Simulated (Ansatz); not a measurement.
Predict the output of the script below (Ansatz 0.2.0, Python API).

`run_drho.py`
```python
import ansatz
import numpy as np

VECTORS = np.array([
    [4.2374, 0.0, 0.0],
    [0.0, 4.2374, 0.0],
    [0.0, 0.0, 8.8],
])
SITES = [
    ("Pb", [0.5, 0.0, 0.16392]),
    ("Pb", [0.0, 0.5, 0.83608]),
    ("I", [0.5, 0.0, 0.66297]),
    ("I", [0.0, 0.5, 0.33703]),
    ("F", [0.0, 0.0, 0.0]),
    ("F", [0.5, 0.5, 0.0]),
]


def build(cell):
    crystal = ansatz.Crystal(lattice=ansatz.Lattice.of(cell))
    for symbol, position in SITES:
        crystal = crystal.atom(symbol, position)
    return crystal

def solve(crystal):
    return (
        crystal.calculation()
        .functional("pbesol")
        .occupations("Fermi-Dirac", width=0.05)
        .basis(460, grid_basis="typed")
        .kpoints(4, 4, 2)
        .density()
        .run(threads=1)
    )


whole = solve(build(VECTORS))
difference = whole.density().channels[0].density_e_per_ang3.copy()
binding = whole.report["free_energy_ev"]
for element in ["Pb", "I", "F"]:
    part = ansatz.Crystal(lattice=ansatz.Lattice.of(VECTORS))
    for symbol, position in SITES:
        if symbol == element:
            part = part.atom(symbol, position)
    alone = solve(part)
    difference -= alone.density().channels[0].density_e_per_ang3
    binding -= alone.report["free_energy_ev"]
    print(f"{element} sublattice: {alone.report['n_electrons']:g} electrons, {alone.report['n_iterations']} iterations")

voxel = abs(np.linalg.det(VECTORS)) / difference.size
print(f"energy of the crystal less its unpolarised sublattices: {binding / len(SITES):.4f} eV/atom")
print(f"net charge of the difference {difference.sum() * voxel:.5f} e, charge moved {0.5 * np.abs(difference).sum() * voxel:.3f} e")
print(f"extremes {difference.min():.4f} and {difference.max():.4f} e/A^3")
for (symbol, position) in SITES:
    index = tuple(int(round(p * n)) % n for p, n in zip(position, difference.shape))
    print(f"  change of the pseudo-density at the grid point nearest {symbol}: {difference[index]:+.4f} e/A^3")
profile = difference.mean(axis=(0, 1))
print("planar mean along the third vector:", np.round(profile[:: max(len(profile) // 12, 1)], 4))
```

Output of `python run_drho.py`:
```text
Pb sublattice: 28 electrons, 7 iterations
I sublattice: 34 electrons, 7 iterations
F sublattice: 14 electrons, 7 iterations
energy of the crystal less its unpolarised sublattices: -2.7559 eV/atom
net charge of the difference 0.00000 e, charge moved 1.142 e
extremes -0.2749 and 0.2922 e/A^3
  change of the pseudo-density at the grid point nearest Pb: -0.0818 e/A^3
  change of the pseudo-density at the grid point nearest Pb: -0.0818 e/A^3
  change of the pseudo-density at the grid point nearest I: +0.0183 e/A^3
  change of the pseudo-density at the grid point nearest I: +0.0183 e/A^3
  change of the pseudo-density at the grid point nearest F: +0.0753 e/A^3
  change of the pseudo-density at the grid point nearest F: +0.0753 e/A^3
planar mean along the third vector: [ 0.0272 -0.0035 -0.0113  0.0016  0.0043  0.0021 -0.0005  0.0001  0.0022
  0.0032  0.0003 -0.0122 -0.0003]
```

Notes:
- Spin-orbit coupling, which matters for elements this heavy, is left out.
- Densities and potentials on the grid are those of the valence electrons, and inside the cores they hang on the potentials used.
- The structure is a deposited one; some such entries were measured under pressure or heat, so a shift against it needn't be the functional's error alone.
- Charge moved counts every rearrangement, bonding and polarisation too, and is no transfer between atoms; the bare sublattices are artificial references. Values near the nuclei depend on the potentials.
- Wall time of the script: 12 s on 1 thread of Arm Neoverse V1, with other jobs on the host, peak memory 0.48 GiB.

(Lines on the test bed's own set-up are left out of the output.)
